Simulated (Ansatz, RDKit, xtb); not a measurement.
# C4H5Cl3Si: ranking a sample of isomers, part 1 of 2

A sample of isomers of C4H5Cl3Si is drawn. Aim: find which of them has the lowest free energy at 298.15 K, then its properties. The sample is small against all isomers, and the most stable one of this formula need not be in it.

Plan: many cheap relaxations first (GFN2-xTB), then density-functional screening, relaxation at B3LYP/def2-SVP, vibrations (at GFN2-xTB) and a final energy. The numbers are computed, not measured.

### 1 Possible bonding patterns

Isomers were taken from a list of plausible structures; this is a sample, not all of them. That gives 4 candidates.

```csv
label,SMILES,spin
c116,C=C1[SiH2][C@@H]1C(Cl)(Cl)Cl,singlet
c123,C#CCC(Cl)(Cl)[SiH2]Cl,singlet
c560,[SiH3]CC#CC(Cl)(Cl)Cl,singlet
c620,C#C[Si@H](CCl)C(Cl)Cl,singlet
```

Candidates are built by distance geometry, with a force field where one applies, in up to four conformers (letters a to d).

### 2 First filter: tight binding

All 10 starts are relaxed the same way. One of them, c116a (taken from a list of plausible isomers, embedded by distance geometry and MMFF94), in full:

start.xyz

```xyz
13
c116a
C     -1.022872    -0.737583    -2.037783
C     -0.064289    -0.314088    -1.244485
C     -0.180822     0.611572    -0.064979
C     -0.236064     0.195322     1.310966
Cl    -0.543360    -1.571405     1.653736
Cl    -1.652385     1.061418     2.013227
Cl     1.216914     0.785553     2.234050
Si     1.621282    -0.447255    -1.026423
H     -0.781987    -1.408746    -2.871078
H     -2.045361    -0.451543    -1.925566
H      2.120682    -1.249553     0.047212
H      2.466960     0.778967    -1.304425
H      0.081619     1.610747    -0.260953
```

Launch:

```sh
$ xtb start.xyz --gfn 2 --opt
```

What it wrote (excerpt; [...] marks lines left out):

```text
* xtb version 6.7.1
[...]
          :  # basis functions                  61          :
[...]
          :  # electrons                        46          :
[...]
          :  Hamiltonian                  GFN2-xTB          :
[...]
          :  net charge                          0          :
          :  unpaired electrons                  0          :
[...]
   *** convergence criteria satisfied after 17 iterations ***
[...]
   *** GEOMETRY OPTIMIZATION CONVERGED AFTER 21 ITERATIONS ***
[...]
   *** convergence criteria satisfied after 3 iterations ***
[...]
         ::                     SUMMARY                     ::
         :::::::::::::::::::::::::::::::::::::::::::::::::::::
         :: total energy             -26.409565506091 Eh    ::
         :: gradient norm              0.000616120082 Eh/a0 ::
         :: HOMO-LUMO gap              3.424973481709 eV    ::
         ::.................................................::
         :: SCC energy               -26.609736028165 Eh    ::
         :: -> isotropic ES            0.028569013660 Eh    ::
         :: -> anisotropic ES         -0.001811558500 Eh    ::
         :: -> anisotropic XC          0.007708269918 Eh    ::
         :: -> dispersion             -0.014824209960 Eh    ::
         :: repulsion energy           0.200170522074 Eh    ::
         :: add. restraining           0.000000000000 Eh    ::
         :: total charge              -0.000000000000 e     ::
         :::::::::::::::::::::::::::::::::::::::::::::::::::::
[...]
        23        2.0000           -0.3786623             -10.3039 (HOMO)
        24                         -0.2527968              -6.8790 (LUMO)
[...]
     #   Z          covCN         q      C6AA      α(0)
     1   6          2.833    -0.075    29.854     8.954
     2   6          2.839    -0.078    29.950     8.969
     3   6          3.855    -0.145    23.245     6.857
     4   6          3.644     0.238    17.212     5.964
     5  17          1.265    -0.137   103.448    15.561
     6  17          1.237    -0.153   103.984    15.601
     7  17          1.246    -0.152   103.943    15.598
     8  14          3.606     0.435    99.634    19.167
     9   1          0.926     0.047     2.355     2.400
    10   1          0.926     0.058     2.220     2.330
    11   1          0.922    -0.038     3.809     3.052
    12   1          0.921    -0.051     4.105     3.169
    13   1          0.925     0.050     2.316     2.380
[...]
     #   Z sym  total        # sym  WBO       # sym  WBO       # sym  WBO
 ---------------------------------------------------------------------------
     1   6      3.991 --     2      1.965     9      0.968    10      0.959
     2   6      3.952 --     1      1.965     3      0.981     8      0.900
     3   6      3.905 --     4      1.046     2      0.981    13      0.957
                             8      0.783
     4   6      3.893 --     3      1.046     5      0.958     7      0.942
                             6      0.922
     5  17      1.092 --     4      0.958
     6  17      1.064 --     4      0.922
     7  17      1.063 --     4      0.942
     8  14      3.571 --     2      0.900    11      0.874    12      0.873
                             3      0.783
     9   1      0.997 --     1      0.968
    10   1      0.997 --     1      0.959
[...]
molecular dipole:
                 x           y           z       tot (Debye)
 q only:        1.144      -0.247      -1.492
   full:        0.822      -0.153      -1.099       3.510
molecular quadrupole (traceless):
[...]
          | TOTAL ENERGY              -26.409565506091 Eh   |
          | GRADIENT NORM               0.000616120082 Eh/α |
          | HOMO-LUMO GAP               3.424973481709 eV   |
           -------------------------------------------------
[...]
```

It took 0.25 s on 4 threads of Arm Neoverse V1, shared host.

### 3 Distinct minima at GFN2-xTB

10 of the 10 relaxations converged. 10 distinct structures remain:

```csv
label,start,SMILES after,spin,energy (kcal/mol)
c123a,drawn,C#CCC(Cl)(Cl)[SiH2]Cl,singlet,0.0
c123c,drawn,C#CCC(Cl)(Cl)[SiH2]Cl,singlet,0.6
c123b,drawn,C#CCC(Cl)(Cl)[SiH2]Cl,singlet,0.8
c123d,drawn,C#CCC(Cl)(Cl)[SiH2]Cl,singlet,1.1
c560a,drawn,[SiH3]CC#CC(Cl)(Cl)Cl,singlet,26.4
c116a,drawn,C=C1[SiH2][C@@H]1C(Cl)(Cl)Cl,singlet,38.7
c620b,drawn,C#C[Si@H](CCl)C(Cl)Cl,singlet,46.2
c620a,drawn,C#C[Si@H](CCl)C(Cl)Cl,singlet,46.5
c620c,drawn,C#C[Si@H](CCl)C(Cl)Cl,singlet,47.5
c620d,drawn,C#C[Si@H](CCl)C(Cl)Cl,singlet,47.9
```

### 4 Screening with a density functional

A choice of the minima (the low ones first, few conformers of a pattern, up to a cap) and the lowest that fell apart get a single point at r2SCAN-D4/def2-SVP on the tight-binding geometry, and one at HF/STO-3G for comparison. The lowest singlets are also tried as triplets at the same geometry (label ending in t). Within 30 kcal/mol but not screened, among others: c123b, c123d. The first, c123a:

input.yaml

```yaml
crystal:
  periodic: [false, false, false]
  atoms:
    - {symbol: C, position_ang: [-1.768252, 0.499951, 0.792632]}
    - {symbol: C, position_ang: [-0.886822, 0.501255, -0.016403]}
    - {symbol: C, position_ang: [0.189431, 0.520655, -0.985898]}
    - {symbol: C, position_ang: [1.543936, 0.508865, -0.292616]}
    - {symbol: Cl, position_ang: [2.822955, 0.531416, -1.551128]}
    - {symbol: Cl, position_ang: [1.716756, 1.997673, 0.685885]}
    - {symbol: Cl, position_ang: [1.537773, -2.651692, -0.175323]}
    - {symbol: Si, position_ang: [1.895465, -0.989637, 0.876467]}
    - {symbol: H, position_ang: [-2.547851, 0.497535, 1.493996]}
    - {symbol: H, position_ang: [0.118817, -0.364577, -1.625625]}
    - {symbol: H, position_ang: [0.093498, 1.411167, -1.615181]}
    - {symbol: H, position_ang: [3.301148, -0.893935, 1.240444]}
    - {symbol: H, position_ang: [0.986643, -0.890879, 2.008913]}
basis:
  gaussian:
    orbitals: def2-SVP
total_charge: 0
hamiltonian:
  xc: {name: r2SCAN}
  dispersion: d4
scf:
  lower_state_search: off
```

Launch:

```sh
$ ansatz run input.yaml --threads 4 --pin off --max-ram 7830MiB --events-out events.jsonl --progress --plain --runs-dir runs
```

What it wrote (excerpt; [...] marks lines left out):

```text
Warning: RAYON_NUM_THREADS=4 ignored (pool sized by the plan → 4); use --threads N
Functional definition: r2SCAN
  name "r2SCAN"
[...]
1703 factors; their error is unknown
[...]
mean field -49651.30609009 eV, -1824.6518439469 hartree, gradient 6.3e-6 eV, S^2 0.000000; 0 other end points of the search recorded, 0 dependent functions left out
reference -49651.30609997 eV, -1824.6518443098 hartree; 47, 47 occupied and 106, 106 virtual orbitals, 1703 factors
Total energy: -49651.43969925 eV, -1824.6567539928 hartree
Checks for a lower state left out: stability, starts, cluster_reference, orbital_swaps, neighbouring_geometries, increment
```

Wall time 2.5 s (4 threads of Arm Neoverse V1, shared host); peak memory 0.23 GiB.

Relative energies in kcal/mol, each column from its lowest structure that stays in one piece:

```csv
label,SMILES,spin,GFN2-xTB,HF/STO-3G,r2SCAN-D4/def2-SVP
c123a,C#CCC(Cl)(Cl)[SiH2]Cl,singlet,0.0,0.0,0.0
c123c,C#CCC(Cl)(Cl)[SiH2]Cl,singlet,0.6,2.1,2.0
c116a,C=C1[SiH2][C@@H]1C(Cl)(Cl)Cl,singlet,38.7,56.9,35.6
c560a,[SiH3]CC#CC(Cl)(Cl)Cl,singlet,26.4,38.9,39.2
c116at,C=C1[SiH2][C@@H]1C(Cl)(Cl)Cl,triplet,–,–,123.2
c123at,C#CCC(Cl)(Cl)[SiH2]Cl,triplet,–,–,123.3
```

Measured from c123a, GFN2-xTB misplaces c560a by 13 kcal/mol against r2SCAN-D4/def2-SVP, so minima dropped on its energies alone could hide the lowest isomer.

### 5 Relaxing the best candidates

3 candidates are relaxed at B3LYP/def2-SVP (chosen among the lowest in one piece, one conformer a pattern). The first, c123a:

input.yaml, as its differences from that of step 4:

```diff
@@ -19,7 +19,7 @@
     orbitals: def2-SVP
-total_charge: 0
 hamiltonian:
-  xc: {name: r2SCAN}
-  dispersion: d4
+  xc: {name: B3LYP}
 scf:
   lower_state_search: off
+relax:
+  f_tol: 0.006
```

Launch:

```sh
$ ansatz run input.yaml --threads 4 --pin off --max-ram 7830MiB --events-out events.jsonl --progress --plain --runs-dir runs
```

What it wrote (excerpt; [...] marks lines left out):

```text
Warning: RAYON_NUM_THREADS=4 ignored (pool sized by the plan → 4); use --threads N
[...]
Functional definition: B3LYP
  name "B3LYP"
[...]
1628 factors; integrals over basis functions are off by at most 5.9e-4 eV
[...]
mean field -49658.36605793 eV, -1824.9112929794 hartree, gradient 6.6e-6 eV, S^2 0.000000; 0 other end points of the search recorded, 0 dependent functions left out
[...]
reference -49658.36635081 eV, -1824.9113037427 hartree; 47, 47 occupied and 106, 106 virtual orbitals, 1628 factors
relax step   1: F+E_penalty+E_count = -49658.36605793 eV  Δ(F+E_penalty+E_count) = +0.000e0 eV  max|allowed force component| = 1.599e0 eV/Å  Δτ_max = 0.0000 Å  (16 SCF iters, accepted)
[...]
relax step   3: F+E_penalty+E_count = -49658.53232703 eV  Δ(F+E_penalty+E_count) = -8.250e-3 eV  max|allowed force component| = 1.308e-1 eV/Å  Δτ_max = 0.0313 Å  (21 SCF iters, accepted)
[...]
Atom 4 at     2.795413     0.499249    -1.632588 Å, force    -0.002040     0.000723    -0.000169 eV/Å
Atom 5 at     1.810334     1.980182     0.736944 Å, force     0.000495    -0.000623    -0.000705 eV/Å
Atom 6 at     1.569717    -2.739811    -0.142901 Å, force    -0.000837    -0.000657     0.000796 eV/Å
Atom 7 at     1.946369    -0.964346     0.874211 Å, force     0.001896     0.003168    -0.000596 eV/Å
Atom 8 at    -2.702926     0.491319     1.445187 Å, force    -0.000393     0.000249     0.000868 eV/Å
Atom 9 at     0.104463    -0.330771    -1.624996 Å, force    -0.000059     0.001120    -0.002567 eV/Å
Atom 10 at     0.119013     1.442700    -1.598999 Å, force    -0.000635    -0.002939    -0.001845 eV/Å
Atom 11 at     3.381778    -0.891215     1.228400 Å, force     0.000324    -0.000326     0.000065 eV/Å
Atom 12 at     1.068629    -0.901828     2.064903 Å, force    -0.001166    -0.000479    -0.001195 eV/Å
Dipole moment:    -0.194368     0.044006     0.100521 e Å
Checks for a lower state left out: stability, starts, cluster_reference, orbital_swaps, neighbouring_geometries, increment
```

It took 27 s on 4 threads of Arm Neoverse V1, shared host; peak memory 0.45 GiB.

Energy change by step (eV): 0.0000, -0.1580, -0.1663, -0.1682, -0.1686, -0.1687, -0.1689, -0.1689, -0.1688, -0.1690.

After the run. Bond lengths: C1–C2 1.211 Å, C2–C3 1.462 Å, C3–C4 1.538 Å, C4–Cl5 1.815 Å, C4–Cl6 1.820 Å, C4–Si8 1.922 Å, Cl7–Si8 2.081 Å, C1–H9 1.074 Å, C3–H10 1.103 Å, C3–H11 1.104 Å, Si8–H12 1.480 Å, Si8–H13 1.481 Å. Some angles: C1–C2–C3 179.2°, C2–C3–C4 114.4°, C3–C4–Cl5 107.6°, C3–C4–Cl6 110.3°, C3–C4–Si8 117.5°, Cl5–C4–Cl6 109.2°, Cl5–C4–Si8 108.0°, Cl6–C4–Si8 104.0°, C4–Si8–Cl7 108.5°, C2–C1–H9 179.8°.

### 6 The relaxed candidates

```csv
label,spin,r2SCAN-D4/def2-SVP (kcal/mol),"B3LYP/def2-SVP, relaxed (kcal/mol)",time
c123a,singlet,0.0,0.0,27 s
c560a,singlet,39.2,37.7,18 s
c116a,singlet,35.6,40.2,34 s
```

c123a: Bond lengths: C1–C2 1.211 Å, C2–C3 1.462 Å, C3–C4 1.538 Å, C4–Cl5 1.815 Å, C4–Cl6 1.820 Å, C4–Si8 1.922 Å, Cl7–Si8 2.081 Å, C1–H9 1.074 Å, C3–H10 1.103 Å, C3–H11 1.104 Å, Si8–H12 1.480 Å, Si8–H13 1.481 Å. Some angles: C1–C2–C3 179.2°, C2–C3–C4 114.4°, C3–C4–Cl5 107.6°, C3–C4–Cl6 110.3°, C3–C4–Si8 117.5°, Cl5–C4–Cl6 109.2°, Cl5–C4–Si8 108.0°, Cl6–C4–Si8 104.0°, C4–Si8–Cl7 108.5°, C2–C1–H9 179.8°.

c560a: Bond lengths: C1–C2 1.451 Å, C2–C3 1.214 Å, C3–C4 1.442 Å, C4–Cl5 1.809 Å, C4–Cl6 1.809 Å, C4–Cl7 1.811 Å, C1–Si8 1.917 Å, Si8–H9 1.491 Å, Si8–H10 1.488 Å, Si8–H11 1.488 Å, C1–H12 1.105 Å, C1–H13 1.105 Å. Some angles: C1–C2–C3 177.9°, C2–C1–Si8 113.0°, C2–C3–C4 179.8°, C3–C4–Cl5 110.3°, C3–C4–Cl6 110.3°, C3–C4–Cl7 110.5°, Cl5–C4–Cl6 108.7°, Cl5–C4–Cl7 108.5°, Cl6–C4–Cl7 108.5°, C2–C1–H12 110.3°.

c116a: Bond lengths: C1–C2 1.331 Å, C2–C3 1.515 Å, C3–C4 1.506 Å, C4–Cl5 1.803 Å, C4–Cl6 1.819 Å, C4–Cl7 1.804 Å, C2–Si8 1.836 Å, C3–Si8 1.904 Å, C1–H9 1.095 Å, C1–H10 1.096 Å, Si8–H11 1.479 Å, Si8–H12 1.483 Å, C3–H13 1.101 Å. Some angles: C1–C2–C3 136.5°, C1–C2–Si8 154.4°, C3–C2–Si8 68.5°, C2–C3–C4 122.0°, C2–C3–Si8 63.8°, C4–C3–Si8 127.5°, C3–C4–Cl5 112.0°, C3–C4–Cl6 110.2°, C3–C4–Cl7 109.9°, Cl5–C4–Cl6 107.9°.

(Continued in part 2 of 2.)
